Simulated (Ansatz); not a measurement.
# Sn, space group Im-3m: a phonon calculation by linear response

Program: Ansatz 0.2.0 through its Python package.

The script reads `sn.vasp`:
```text
Sn
1.0
  -1.89465182    1.89465182    1.89465182
   1.89465182   -1.89465182    1.89465182
   1.89465182    1.89465182   -1.89465182
Sn
1
Direct
   0.00000000    0.00000000    0.00000000
```

The cells in order, each with its output:

```python
from pathlib import Path
import warnings

import ansatz as az
from ase.io import read
import numpy as np
```

```python
warnings.simplefilter("ignore", az.DeckWarning)
```

```python
atoms = read("sn.vasp", format="vasp")
cell = az.Crystal.from_ase(atoms)
```

```python
model = cell.calculation()
model = model.occupations("fermi_dirac")
model = model.functional(az.Functional.PBESOL)
model = model.kpoints(12, 12, 12)
model = model.phonons("dfpt", points=[(0, 0, 0), (0, 0, 0.5), (0.5, 0.5, 0.5)])
result = model.run(threads=1, runs_dir="runs")
ph = result.phonons
```

    RunWarning: eigensolver did not converge (k=57): 1 band(s) unlocked after 20 sweeps at ethr=1.00e-12 eV (lowest unlocked band 10, counted from 0; max residual 3.00e-5 eV among the unlocked bands, [...]

```python
for q in ph.qpoints:
    print("q =", np.round(q.q_frac, 3), "1/cm:", " ".join(f"{w:.1f}" for w in q.omega_inv_cm))
```

    q = [0. 0. 0.] 1/cm: -0.0 -0.0 0.0
    q = [0.  0.  0.5] 1/cm: 5.2 29.3 83.2
    q = [0.5 0.5 0.5] 1/cm: 78.3 78.3 78.3

What to keep in mind:
- The cell isn't relaxed first, so the values belong to this volume.
- This isn't the structure that Sn takes at ambient conditions.
- Warnings are shown shortened and without file and line.
- The structure is taken as given; imaginary modes can come from an unrelaxed or unstable start. Phonons of metals also depend on mesh and smearing.
- The script silences the warnings on its input, which a real study should read.
- Hardware and time: 50 s on 1 thread of Arm Neoverse N1, on a shared host, peak memory 0.78 GiB.
